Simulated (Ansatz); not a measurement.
This script makes a ladder of basis sets of H3NSSn, SMILES [NH2][Sn][SH] with the Python package of Ansatz (0.2.0).

Input file `h3nssn.xyz`:
```text
6

N    -1.22420    0.22620   -0.84880
Sn    0.32750   -0.82120   -0.16430
S     1.14330    0.20350    1.84230
H    -0.84230    1.24190   -1.06910
H    -1.54440   -0.15720   -1.79390
H     2.18210   -0.75710    1.98760
```

`basis.py`
```python
# -*- coding: utf-8 -*-
"""Basis-set convergence for H3NSSn."""

import warnings

import ansatz as az


def main():
    warnings.simplefilter("ignore", az.DeckWarning)

    molecule = az.Crystal.molecule_from_extxyz("h3nssn.xyz")

    setup = molecule.calculation().functional("pbe0")

    energies = {}
    for basis in ["def2-SVP", "def2-SVPD", "def2-TZVP", "def2-TZVPP"]:
        report = setup.basis(gaussian=basis).run(threads=1).report
        size = report["n_frozen"] + report["n_occupied"][0] + report["n_virtual"][0]
        energies[basis] = (report["reference_energy_ev"] / 27.211386246, report["free_energy_ev"] / 27.211386246)
        print(f"{basis:14s} {size:4d} orbitals  reference {energies[basis][0]:14.6f} Ha  total {energies[basis][1]:14.6f} Ha")

    last = energies["def2-TZVPP"][1]
    for basis, (_, total) in energies.items():
        print(f"{basis:14s} lies {27.211386 * (total - last):9.4f} eV above def2-TZVPP")


if __name__ == "__main__":
    main()
```

How far does the total energy move along this ladder of basis sets?

Against def2-SVP: def2-SVPD -16.9 mHa, def2-TZVP -218.5 mHa and def2-TZVPP -220.7 mHa. The last step alone is -2.27 mHa (these two sets differ little on atoms other than hydrogen). From the first set to the last the time grows from 1.4 to 2.5 s.

The output:

```console
$ python basis.py
def2-SVP         73 orbitals  reference    -668.699070 Ha  total    -668.699070 Ha
def2-SVPD       103 orbitals  reference    -668.716020 Ha  total    -668.716020 Ha
def2-TZVP       136 orbitals  reference    -668.917532 Ha  total    -668.917532 Ha
def2-TZVPP      165 orbitals  reference    -668.919802 Ha  total    -668.919802 Ha
def2-SVP       lies    6.0064 eV above def2-TZVPP
def2-SVPD      lies    5.5452 eV above def2-TZVPP
def2-TZVP      lies    0.0618 eV above def2-TZVPP
def2-TZVPP     lies    0.0000 eV above def2-TZVPP
```

Reading the output:
- The drop along the ladder measures the basis error, and is no property of the molecule.
- The geometry is a force-field or estimated start, not a minimum of this method, and the last set is no limit. Much of the fall in a total is atomic energy, which cancels in bond and reaction energies.
- def2 sets replace the cores of elements past krypton by effective core potentials.
- Run time: 8.4 s on 1 thread of INTEL(R) XEON(R) PLATINUM 8581C CPU @ 2.10GHz (Emerald Rapids), with other jobs on the host, peak memory 0.33 GiB.
